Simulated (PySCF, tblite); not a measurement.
# ClH2O2Si radical, a cluster model of a defect (Si site with back bonds O, O, Cl): EPR parameters

What EPR parameters should one expect for `O[Si](O)Cl`? It is drawn as: dangling bond.

Programs: tblite 0.8.0 and PySCF 2.14.0. All values are calculated, for the isolated system unless a continuum is named. Atoms count from 0, parts from 1.

## 1. Starting point

6 atoms, charge 0, multiplicity 2; geometry: distance geometry start.

## 2. Relaxing the cluster with GFN2-xTB

The job: settings as JSON, then the geometry in Å.

```
{"job": {"kind": "relax", "xc": "GFN2-xTB", "basis": "xTB"}, "charge": 0, "multiplicity": 2}
Si     0.002161    -0.223374     0.346886
O      1.083402    -0.008402    -1.038151
O     -1.677124    -0.559273    -0.003316
Cl     0.854291    -1.291072     2.003795
H      0.965328     0.667351    -1.726800
H     -2.057489    -0.676193    -0.871597
```

Method: GFN2-xTB geometry optimisation, gas phase.

Started as:

```sh
OMP_NUM_THREADS=1 python cluster_run.py task.json out
```

The driver reads the jobs from task.json and runs them one after another.

Output:

```text
step      E/eV     max force
  0    -420.85251    2.554
  1    -421.04410    1.691
  2    -421.23931    3.984
  3    -421.42176    1.053
  4    -421.48697    0.905
  5    -421.59160    0.791
  6    -421.60562    0.495
  7    -421.62228    0.291
  8    -421.62620    0.245
  9    -421.63234    0.283
 10    -421.63722    0.268
 11    -421.64034    0.153
 12    -421.64163    0.116
 13    -421.64298    0.131
 14    -421.64516    0.174
 15    -421.64793    0.198
 16    -421.65044    0.161
 17    -421.65224    0.119
 18    -421.65365    0.118
 19    -421.65617    0.156
 20    -421.66092    0.222
 21    -421.66620    0.288
 22    -421.66935    0.152
 23    -421.66918    0.560
 24    -421.67365    0.145
 25    -421.67456    0.107
 26    -421.67645    0.203
 27    -421.67746    0.226
 28    -421.68003    0.245
 29    -421.68402    0.258
 30    -421.68985    0.333
 31    -421.69513    0.115
 32    -421.68982    0.843
 33    -421.69841    0.053
 34    -421.69923    0.051
 35    -421.69988    0.286
 36    -421.70056    0.077
 37    -421.70092    0.046
 38    -421.70156    0.070
 39    -421.70173    0.029
 40    -421.70183    0.028
 41    -421.70192    0.045
 42    -421.70207    0.047
 43    -421.70234    0.084
 44    -421.70271    0.078
 45    -421.70350    0.166
 46    -421.70519    0.218
 47    -421.69628    1.325
 48    -421.71081    0.824
 49    -421.71260    0.272
 50    -421.72478    0.488
 51    -421.64470    1.979
 52    -421.73000    0.391
 53    -421.73377    0.375
 54    -421.72930    1.737
 55    -421.75821    0.342
 56    -421.76889    0.269
 57    -421.75216    1.541
 58    -421.78008    0.160
 59    -421.78303    0.167
 60    -421.78558    0.306
 61    -421.78680    0.216
 62    -421.79006    0.144
 63    -421.79334    0.086
 64    -421.79438    0.227
 65    -421.79538    0.106
 66    -421.79556    0.049
 67    -421.79560    0.029
 68    -421.79564    0.028
 69    -421.79571    0.044
 70    -421.79581    0.059
 71    -421.79598    0.079
 72    -421.79621    0.083
 73    -421.79644    0.066
 74    -421.79656    0.015
 75    -421.79659    0.018
 76    -421.79660    0.008
```

Wall time 0.97 s (1 thread of Intel Xeon at 2.60GHz, shared host).

Step by step: (the energy doesn't fall at every step)

| step | energy from step 0 (eV) | largest force (eV/Å) |
| --- | --- | --- |
| 0 | 0.0000 | 2.5542 |
| 3 | -0.5693 | 1.0528 |
| 6 | -0.7531 | 0.4957 |
| 9 | -0.7798 | 0.2833 |
| 12 | -0.7891 | 0.1155 |
| 15 | -0.7954 | 0.1975 |
| 18 | -0.8011 | 0.1179 |
| 21 | -0.8137 | 0.2878 |
| 24 | -0.8211 | 0.1450 |
| 27 | -0.8250 | 0.2262 |
| 30 | -0.8373 | 0.3325 |
| 33 | -0.8459 | 0.0533 |
| 36 | -0.8481 | 0.0770 |
| 39 | -0.8492 | 0.0284 |
| 42 | -0.8496 | 0.0471 |
| 45 | -0.8510 | 0.1655 |
| 48 | -0.8583 | 0.8237 |
| 51 | -0.7922 | 1.9788 |
| 54 | -0.8768 | 1.7373 |
| 57 | -0.8997 | 1.5409 |
| 60 | -0.9331 | 0.3056 |
| 63 | -0.9408 | 0.0858 |
| 66 | -0.9431 | 0.0489 |
| 69 | -0.9432 | 0.0441 |
| 72 | -0.9437 | 0.0826 |
| 75 | -0.9441 | 0.0183 |
| 76 | -0.9441 | 0.0081 |

Distances of close pairs at the start and the end, largest changes first:

```csv
bond,before (Å),after (Å),change (Å)
Si0–O2,1.748,1.611,-0.137
Si0–O1,1.770,1.635,-0.135
Si0–Cl3,2.147,2.048,-0.099
O1–H4,0.972,0.953,-0.019
O2–H5,0.955,0.961,+0.006
```

## 3. Optimising the geometry at PBE0-D3(BJ)/def2-SVP

The job: settings as JSON, then the geometry in Å.

```
{"job": {"xc": "PBE0", "basis": "def2-SVP", "d3": "d3bj", "grid": 2, "kind": "geom", "shake": 0.01}, "charge": 0, "multiplicity": 2}
Si    -0.013493     0.397987     0.530542
O      0.646741     0.495882    -0.957703
O     -1.547096    -0.137885     0.284315
Cl     1.107654    -0.834798     1.696103
H      1.574877     0.690070    -1.083711
H     -1.747641    -0.643261    -0.492637
```

Output:

```text
step   0  E = -900.64810457  max force = 0.017342
step   1  E = -900.65016020  max force = 0.004984
step   2  E = -900.65029220  max force = 0.002431
step   3  E = -900.65036390  max force = 0.001163
step   4  E = -900.65038267  max force = 0.001107
step   5  E = -900.65042943  max force = 0.001577
step   6  E = -900.65044050  max force = 0.000855
step   7  E = -900.65044855  max force = 0.000268
optimisation converged
```

Run time: 29 s. Hardware: 1 thread of Intel Xeon at 2.60GHz, shared host; peak memory 0.39 GiB.

Step by step:

| step | energy from step 0 (eV) | largest force component (eV/Å) |
| --- | --- | --- |
| 0 | 0.0000 | 0.8918 |
| 1 | -0.0559 | 0.2563 |
| 2 | -0.0595 | 0.1250 |
| 3 | -0.0615 | 0.0598 |
| 4 | -0.0620 | 0.0569 |
| 5 | -0.0633 | 0.0811 |
| 6 | -0.0636 | 0.0440 |
| 7 | -0.0638 | 0.0138 |

Distances of close pairs at the start and the end, largest changes first:

```csv
bond,before (Å),after (Å),change (Å)
Si0–Cl3,2.034,2.087,+0.054
Si0–O1,1.631,1.661,+0.030
O2–H5,0.948,0.965,+0.017
Si0–O2,1.643,1.650,+0.007
O1–H4,0.957,0.963,+0.006
```

The next job starts from the end point, and lists it.

```csv
at the end point,value
point group (found at 0.08 Å tolerance),C1
"rotational constants (GHz, main isotopes)","7.285, 3.353, 2.474"
dipole moment (D),2.14
⟨S²⟩,0.752
```

## 4. g tensor and hyperfine couplings: B3LYP/IGLO-III+pcH-1

The job: settings as JSON, then the geometry in Å.

```
{"job": {"kind": "epr"}, "charge": 0, "multiplicity": 2}
Si    -0.079313     0.289808     0.566962
O      0.565213     0.387295    -0.960323
O     -1.569967    -0.389822     0.372288
Cl     1.136510    -0.914224     1.761989
H      1.507900     0.568849    -1.032901
H     -1.757304    -0.697384    -0.523280
```

Method: UKS B3LYP, IGLO-III on Cl O Si, pcH-1 on H, non-relativistic, mean-field spin-orbit, GIAO.

Output:

```text
UKS, coarse grid
  cycle   1  E = -901.36191434  |g| = 7.78e-01
  cycle   2  E = -900.85483835  |g| = 1.39e+00
  cycle   3  E = -901.56582454  |g| = 9.96e-02
  cycle   4  E = -901.56940192  |g| = 5.91e-02
  cycle   5  E = -901.57075777  |g| = 1.34e-02
  cycle   6  E = -901.57081026  |g| = 7.71e-03
  cycle   7  E = -901.57082980  |g| = 1.77e-03
  cycle   8  E = -901.57083205  |g| = 5.24e-04
UKS, final grid
  cycle   1  E = -901.57080116  |g| = 6.93e-04
  cycle   2  E = -901.57080091  |g| = 1.06e-03
  cycle   3  E = -901.57080137  |g| = 1.17e-04
  cycle   4  E = -901.57080137  |g| = 2.34e-05
E = -901.57080137 Eh   <S^2> = 0.7516 (exact 0.7500)
g shifts (ppm)      1          2          3
  rmc          -219       -219       -219
  gc             70         47         78
  oz_so       -2407       -508       -421
  total       -2556       -680       -561
hyperfine (MHz)  atom isotope    a_iso     a_fc   dipolar eigenvalues
    0  29Si   -1169.79   -1170.79   -112.33     55.26     57.07
    1   17O     -35.93     -35.81    -29.73     14.40     15.32
    2   17O     -80.49     -80.41    -19.54      9.45     10.09
    3  35Cl      51.80      51.33    -26.35    -25.87     52.22
    4    1H      -6.58      -6.62     -8.98     -3.12     12.10
    5    1H      19.78      19.74     -6.24     -2.09      8.33
```

Run time: 20 s. Hardware: 1 thread of Intel Xeon at 2.60GHz, shared host; peak memory 0.59 GiB.

Principal g values 1.99976, 2.00164, 2.00176; g(iso) = 2.00105, against 2.00232 for a free electron.

Hyperfine couplings, nucleus by nucleus at this fixed geometry (no averaging over rotations):

| nuclei | isotope | a(iso) (MHz) | a(iso) (G, at g = 2.0023) | largest dipolar term (MHz) |
| --- | --- | --- | --- | --- |
| Si0 | 29Si | -1169.8 | -417.4 | -112.3 |
| O2 | 17O | -80.5 | -28.7 | -19.5 |
| Cl3 | 35Cl | 51.8 | 18.5 | 52.2 |
| O1 | 17O | -35.9 | -12.8 | -29.7 |
| H5 | 1H | 19.8 | 7.1 | 8.3 |
| H4 | 1H | -6.6 | -2.3 | 12.1 |

Mulliken spin populations:

```csv
atom,value (e)
Si0,0.81
O1,0.04
O2,0.02
Cl3,0.11
H4,0.00
H5,0.02
```

In first order the couplings over 0.8 MHz of 35Cl, 1H give 16 distinct lines over 64.9 G.

## 5. g tensor and hyperfine couplings: BHandHLYP/IGLO-III+pcH-1

Same as in step 4 but for these lines:

```diff
@@ -1,2 +1,2 @@
-{"job": {"kind": "epr"}, "charge": 0, "multiplicity": 2}
+{"job": {"kind": "epr", "xc": "BHandHLYP"}, "charge": 0, "multiplicity": 2}
 Si    -0.079313     0.289808     0.566962
```

With the program's defaults for keys left out, this is: UKS BHandHLYP, IGLO-III on Cl O Si, pcH-1 on H, non-relativistic, mean-field spin-orbit, GIAO.

Output:

```text
UKS, coarse grid
  cycle   1  E = -901.30889274  |g| = 6.39e-01
  cycle   2  E = -901.25225349  |g| = 7.75e-01
  cycle   3  E = -901.45813595  |g| = 4.63e-02
  cycle   4  E = -901.45920697  |g| = 2.27e-02
  cycle   5  E = -901.45945903  |g| = 5.62e-03
  cycle   6  E = -901.45948809  |g| = 2.73e-03
  cycle   7  E = -901.45949159  |g| = 1.09e-03
  cycle   8  E = -901.45949274  |g| = 3.12e-04
UKS, final grid
  cycle   1  E = -901.45947291  |g| = 2.61e-04
  cycle   2  E = -901.45947293  |g| = 2.70e-04
  cycle   3  E = -901.45947296  |g| = 4.65e-05
  cycle   4  E = -901.45947296  |g| = 3.07e-05
  cycle   5  E = -901.45947296  |g| = 5.45e-06
E = -901.45947296 Eh   <S^2> = 0.7528 (exact 0.7500)
g shifts (ppm)      1          2          3
  rmc          -221       -221       -221
  gc             73         81         43
  oz_so       -2516       -672       -446
  total       -2664       -811       -624
hyperfine (MHz)  atom isotope    a_iso     a_fc   dipolar eigenvalues
    0  29Si   -1204.28   -1205.27   -120.98     58.94     62.04
    1   17O     -39.80     -39.71    -29.08     14.02     15.06
    2   17O     -79.45     -79.38    -19.02      9.17      9.85
    3  35Cl      53.54      53.17    -25.47    -25.20     50.67
    4    1H      -7.92      -7.96     -8.99     -3.22     12.22
    5    1H      18.36      18.33     -6.24     -2.04      8.28
```

It took 21 s on 1 thread of Intel Xeon at 2.60GHz, shared host; peak memory 0.57 GiB.

In short: g(iso) 2.00095.

## 6. Side by side: EPR parameters

g, ⟨S²⟩ and isotropic hyperfine couplings (MHz), with basis size and wall time:

```csv
run,g(iso),⟨S²⟩,29Si Si0,17O O2,35Cl Cl3,17O O1,1H H5,functions,time
B3LYP/IGLO-III+pcH-1,2.00105,0.752,-1169.8,-80.5,51.8,-35.9,19.8,178,20 s
BHandHLYP/IGLO-III+pcH-1,2.00095,0.753,-1204.3,-79.5,53.5,-39.8,18.4,178,21 s
```

## 7. Results

| quantity | value |
| --- | --- |
| point group | C1 |
| rotational constants (main isotopes) | 7.28, 3.35, 2.47 GHz |
| g(iso) (B3LYP) | 2.00105 |
| ⟨S²⟩ | 0.752 (exact 0.75) |
| largest a(iso) | 29Si on Si0, -1169.8 MHz |

In words: Over 7 steps the energy fell by 0.064 eV; of the close pairs, Si0–Cl3 changed most, 2.034 to 2.087 Å (PBE0/def2-SVP). Most of the unpaired spin sits on Si0 (0.81 e). The isotropic g lies 1.3 ppt below the free-electron value. The coupling of 29Si on Si0 runs from -1204.3 (BHandHLYP/IGLO-III+pcH-1) to -1169.8 MHz (B3LYP/IGLO-III+pcH-1).
